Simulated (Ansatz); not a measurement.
# Nb2H2Pb: the cost of one run

Method: DFT PBE, scalar-relativistic, plane waves, PAW, in Ansatz 0.2.0.

## (1) Starting point

The structure is trigonal, space group P-3m1 (No. 164). The conventional cell has a = 3.481 Å, b = 3.481 Å, c = 7.851 Å, α = 90.00°, β = 90.00°, γ = 120.00°. Around Nb (site symmetry 3m) lie 3 H at 2.30 Å. H (site symmetry 3m) is surrounded by 3 Nb at 2.30 Å and 3 Pb at 2.65 Å. Pb (site symmetry -3m) is surrounded by 6 H at 2.65 Å.

Coordinates:

```
CELL_PARAMETERS angstrom
3.48102 0.00000 0.00000
-1.74051 3.01465 0.00000
0.00000 0.00000 7.85077
ATOMIC_POSITIONS crystal
Nb 0.66667 0.33333 0.63753
Nb 0.33333 0.66667 0.36247
H 0.33333 0.66667 0.77999
H 0.66667 0.33333 0.22001
Pb 0.00000 0.00000 0.00000
```

A structure generator made this guess: close-packed metal layers stacked ABC|A, with sites between them filled layer by layer (P-3m1, No. 164). The dimensions are guesses.

## (2) Probe: one point on a coarse mesh

File input.yaml:

```yaml
crystal:
  lattice:
    - [3.48101558, 0.0, 0.0]
    - [-1.74050779, 3.01464793, 0.0]
    - [0.0, 0.0, 7.85077149]
  atoms:
    - { symbol: Nb, position: [0.66666667, 0.33333333, 0.63753283] }
    - { symbol: Nb, position: [0.33333333, 0.66666667, 0.36246717] }
    - { symbol: H, position: [0.33333333, 0.66666667, 0.77999158] }
    - { symbol: H, position: [0.66666667, 0.33333333, 0.22000842] }
    - { symbol: Pb, position: [0.0, 0.0, 0.0] }
basis:
  ecutwfc: 420
kpoints:
  mp_grid: { grid: [6, 6, 2] }
hamiltonian:
  xc: pbe
scf:
  occupations: { method: gaussian, width: 0.1 }
  lower_state_search: "off"
output:
  forces: true
  stress: true
  eigenvalues: true
```

Started as:

```bash
ansatz run input.yaml --threads 1 --pin off --max-ram 2560MiB --backend cpu --events-out ev --progress --plain --runs-dir out
```

What time and memory should one allow on 1 thread of Intel Xeon at 2.50GHz (Skylake/Cascade Lake), shared host?

About 3.6 s, with a peak of 0.37 GiB.
